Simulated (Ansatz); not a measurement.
**F2HSSn: single point in a Gaussian basis**

A script is to give a single point in a Gaussian basis; the system is F2HSSn.

Computed with Ansatz 0.2.0 through its Python package. Level of theory: Hartree-Fock/def2-SVP.

### Step 1. The system

Bond lengths: F1–Sn2 1.973 Å, Sn2–F3 1.922 Å, Sn2–S4 2.369 Å, S4–H5 1.363 Å. Angles: F1–Sn2–F3 108.1°, F1–Sn2–S4 112.0°, F3–Sn2–S4 107.3°, Sn2–S4–H5 95.7°.

The script holds or builds the structure itself.

### Step 2. The code

The input, run_energy.py:

```python
# -*- coding: utf-8 -*-
import ansatz
import numpy as np
import pandas as pd


def main():
    geometry_ang = [
        ("F", [-0.1836, -1.7647, 1.653]),
        ("Sn", [0.2466, -0.0683, 0.7429]),
        ("F", [1.9753, -0.2526, -0.076]),
        ("S", [-1.3005, 0.4315, -0.9797]),
        ("H", [-0.688, 1.5804, -1.3816]),
    ]
    system = ansatz.Crystal.molecule()
    for symbol, xyz in geometry_ang:
        system = system.atom(symbol, xyz)

    setup = system.calculation()
    setup = setup.basis(gaussian="def2-SVP").functional("hf")
    setup = setup.spin("collinear", total=1)
    setup = setup.forces()
    print(setup.to_yaml())
    res = setup.run(threads=1, pin="off")
    rep = res.report

    print("reference energy %16.6f eV" % rep["reference_energy_ev"])
    print("total energy     %16.6f eV" % rep["free_energy_ev"])
    print("occupied (up, down):", rep["n_occupied"], " virtual:", rep["n_virtual"], " frozen:", rep["n_frozen"])

    state = rep["mean_field"]["state"]
    print(f"mean field: {state['energy']['hartree']:.7f} Ha, <S^2> = {abs(state['spin_squared']):.4f}, stability: {state.get('stability', {}).get('kind')}")

    symbols = [site.symbol for site in system.cartesian_sites]
    forces = np.array(rep["forces_ev_ang"])
    print("largest force", round(float(np.linalg.norm(forces, axis=1).max()), 4), "eV/A, rms", round(float(np.sqrt((forces ** 2).mean())), 4))

    charges = rep["charge_distribution"]
    table = pd.DataFrame({"atom": symbols, "mulliken": charges["mulliken_charges_e"], "lowdin": charges["lowdin_charges_e"]})
    print(table.round(3).to_string())
    print("dipole (e A):", np.round(charges["dipole_moment_e_ang"], 4) + 0.0)


if __name__ == "__main__":
    main()
```

### Step 3. Running it

Launch:

```
$ python run_energy.py
```

The runs that follow: The command-line twin.

**Question.** What results will this script give? Wanted: total energy; largest force; dipole moment; <S²> of the mean field.

As calculated:

```
                           quantity           value
                       total energy  -22044.0494 eV
                      largest force      1.622 eV/Å
                      dipole moment          3.86 D
<S²> of the mean field (pure state)    0.767 (0.75)
```

Forces reach 1.62 eV/Å, so the atoms aren't at rest. Reading the output:
- Total energies depend on the basis set; only differences at equal settings carry meaning.
- The geometry is a force-field or estimated start, not a minimum of this method, and the basis set is short of its limit.
- def2 sets replace the cores of elements past krypton by effective core potentials.
- The species is open-shell (spin multiplicity 2).
- The Löwdin charges here are taken after orthogonalising the functions within each atom; they differ from plain Löwdin charges, and their signs can be unphysical.
